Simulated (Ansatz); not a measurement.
# InCl2O (SMILES [O][In]([Cl])[Cl]): UHF/3-21G

Aim: the electronic atomisation energy of InCl2O at UHF/3-21G, from 4 runs. 

The results are computed with Ansatz 0.2.0.

34 further runs of the same task are left out: 1 that didn't finish, 33 set aside as unsound or not needed. Runs told in other sessions of the task aren't counted.

**1. The structure to begin with**

InCl2O: 4 atoms, total charge 0, spin state doublet. As SMILES, `[O][In]([Cl])[Cl]`. The coordinates come from a PBE0-D4/def2-TZVP relaxation.

Bond lengths: O1–In2 1.989 Å, In2–Cl3 2.293 Å, In2–Cl4 2.293 Å. Angles: O1–In2–Cl3 119.2°, O1–In2–Cl4 119.2°, Cl3–In2–Cl4 121.6°.

**2. The energy at UHF/3-21G**

The input, input.yaml:

```yaml
basis:
  gaussian:
    orbitals: 3-21G-spherical.json
crystal:
  periodic: [false, false, false]
  atoms:
    - {symbol: O, position_ang: [0.606300, 1.014000, 1.667600]}
    - {symbol: In, position_ang: [0.031700, 0.016000, 0.045400]}
    - {symbol: Cl, position_ang: [0.741600, -2.145000, -0.248200]}
    - {symbol: Cl, position_ang: [-1.324100, 1.054700, -1.485200]}
magnetization:
  spin_polarized: true
  initial_magnetization: 1
hamiltonian:
  xc: hf
accuracy: high
output: {orbitals: {seedname: orbitals}}
```

The basis set 3-21G is read from a file made from the Basis Set Exchange's data (not shown).

Launch:

```sh
ansatz run input.yaml --threads 1 --pin off --max-ram 3480MiB --events-out events.jsonl --progress --plain --runs-dir runs
```

The log of the run:

```text
Warning: RAYON_NUM_THREADS=1 ignored (pool sized by the plan → 1); use --threads N
Functional definition: HF
  name "HF"
  exchange = exact_x
  correlation = 0
1345 factors; integrals over basis functions are off by at most 4.2e-9 eV
mean field evaluation 1: about -182419.9830 eV, gradient 1.7e1 eV
mean field evaluation 2: about -182420.0268 eV, gradient 1.7e1 eV
mean field evaluation 4: about -182422.0521 eV, gradient 1.4e0 eV
mean field evaluation 8: about -182422.0787 eV, gradient 1.4e-2 eV
mean field evaluation 16: about -182422.0376 eV, gradient 9.9e-1 eV
mean field evaluation 32: about -182421.8885 eV, gradient 3.2e0 eV
mean field evaluation 64: about -182421.5302 eV, gradient 1.6e0 eV
mean field evaluation 96: about -182422.0630 eV, gradient 4.2e-1 eV
mean field evaluation 128: about -182422.0787 eV, gradient 3.4e-7 eV
mean field -182422.07874808 eV, -6703.8877438659 hartree, gradient 6.6e-8 eV, S^2 0.761568; 3 other end points of the search recorded, 0 dependent functions left out
reference -182422.07874808 eV, -6703.8877438659 hartree; 46, 45 occupied and 20, 21 virtual orbitals, 1345 factors
Total energy: -182422.07874808 eV, -6703.8877438659 hartree
```

Run time: 8.4 s. Hardware: 1 thread of Arm Neoverse V2, shared host; peak memory 0.29 GiB.

**3. The Cl atom at the same level**

The input, run.yaml:

```yaml
crystal:
  periodic: [false, false, false]
  atoms:
    - {symbol: Cl, position_ang: [0.000000, 0.000000, 0.000000]}
basis:
  gaussian: {orbitals: 3-21G.json}
hamiltonian: {xc: hf}
accuracy: high
total_charge: 0
magnetization: {spin_polarized: true, initial_magnetization: 1}
```

The basis set 3-21G is read from a file made from the Basis Set Exchange's data (not shown).

Run the same way, it converges to -457.27655 Eh (log not shown).

**4. The In atom, same level**

The input, in.yaml:

```yaml
crystal:
  periodic: [false, false, false]
  atoms:
    - {symbol: In, position_ang: [0.000000, 0.000000, 0.000000]}
basis:
  gaussian:
    orbitals: 3-21G-spherical.json
accuracy: high
hamiltonian:
  xc: hf
magnetization:
  spin_polarized: true
  initial_magnetization: 1
```

The basis set 3-21G is read from a file made from the Basis Set Exchange's data (not shown).

Launch:

```sh
ansatz run in.yaml --threads 1 --pin off --max-ram 3480MiB --events-out events.jsonl --progress --plain --runs-dir runs
```

The log of the run:

```text
Warning: RAYON_NUM_THREADS=1 ignored (pool sized by the plan → 1); use --threads N
Functional definition: HF
  name "HF"
  exchange = exact_x
  correlation = 0
291 factors; integrals over basis functions are off by at most 4.8e-9 eV
mean field evaluation 1: about -155505.4357 eV, gradient 1.8e0 eV
mean field evaluation 2: about -155505.4517 eV, gradient 1.8e0 eV
mean field evaluation 4: about -155505.5287 eV, gradient 6.1e-2 eV
mean field evaluation 8: about -155505.5284 eV, gradient 1.3e-4 eV
mean field evaluation 16: about -155505.5283 eV, gradient 1.8e-2 eV
mean field -155505.52835575 eV, -5714.7227616408 hartree, gradient 1.6e-8 eV, S^2 0.750435; 3 other end points of the search recorded, 0 dependent functions left out
reference -155505.52835575 eV, -5714.7227616408 hartree; 25, 24 occupied and 6, 7 virtual orbitals, 291 factors
Total energy: -155505.52835575 eV, -5714.7227616408 hartree
```

Run time: 0.26 s. Hardware: 1 thread of Arm Neoverse V2, shared host.

**5. The O atom, same level**

The input, in.yaml:

```yaml
basis:
  gaussian:
    orbitals: 3-21G.json
crystal:
  periodic: [false, false, false]
  atoms:
    - symbol: O
      position_ang: [0.000000, 0.000000, 0.000000]
magnetization:
  spin_polarized: true
  initial_magnetization: 2
accuracy: high
hamiltonian:
  xc: hf
```

The basis set 3-21G is read from a file made from the Basis Set Exchange's data (not shown).

Launch:

```sh
ansatz run in.yaml --threads 1 --pin off --max-ram 3480MiB --events-out events.jsonl --progress --plain --runs-dir runs
```

The log of the run:

```text
Warning: RAYON_NUM_THREADS=1 ignored (pool sized by the plan → 1); use --threads N
Functional definition: HF
  name "HF"
  exchange = exact_x
  correlation = 0
42 factors; integrals over basis functions are off by at most 1.4e-9 eV
mean field evaluation 1: about -2024.2447 eV, gradient 5.2e0 eV
mean field evaluation 2: about -2024.2456 eV, gradient 5.2e0 eV
mean field evaluation 4: about -2024.3533 eV, gradient 4.5e-1 eV
mean field evaluation 8: about -2024.3545 eV, gradient 8.4e-7 eV
mean field evaluation 16: about -2024.3543 eV, gradient 2.2e-1 eV
mean field -2024.35454065 eV, -74.3936572123 hartree, gradient 1.5e-8 eV, S^2 2.001100; 0 other end points of the search recorded, 0 dependent functions left out
reference -2024.35454065 eV, -74.3936572123 hartree; 5, 3 occupied and 4, 6 virtual orbitals, 42 factors
Total energy: -2024.35454065 eV, -74.3936572123 hartree
```

It took 0.04 s on 1 thread of Arm Neoverse V2, shared host.

**6. Outcome**

Level: UHF/3-21G.

| quantity | value |
| --- | --- |
| molecule: total energy | -6703.88774 Eh |
| molecule: HOMO energy (highest over α and β) | -12.42 eV |
| molecule: LUMO energy (lowest over α and β) | 0.29 eV |
| molecule: ⟨S²⟩ | 0.762 |
| Cl atom: total energy | -457.27655 Eh |
| Cl atom: ⟨S²⟩ | 0.750 |
| In atom: total energy | -5714.72276 Eh |
| In atom: ⟨S²⟩ | 0.750 |
| O atom: total energy | -74.39366 Eh |
| O atom: ⟨S²⟩ | 2.001 |
| electronic atomisation energy | 5.938 eV |

What this shows: Taking the molecule apart into free atoms costs 5.94 eV (573 kJ/mol), before zero-point energy and without spin-orbit coupling. Hartree–Fock lacks the correlation of the bonding pairs, which as a rule makes this value much too low; in minimal bases other errors can mask that. The basis has no polarisation functions, which makes bonds too weak. Relativity is left out (molecule) although the molecule holds a heavy atom. Relativity is left out (In atom) although the molecule holds a heavy atom.
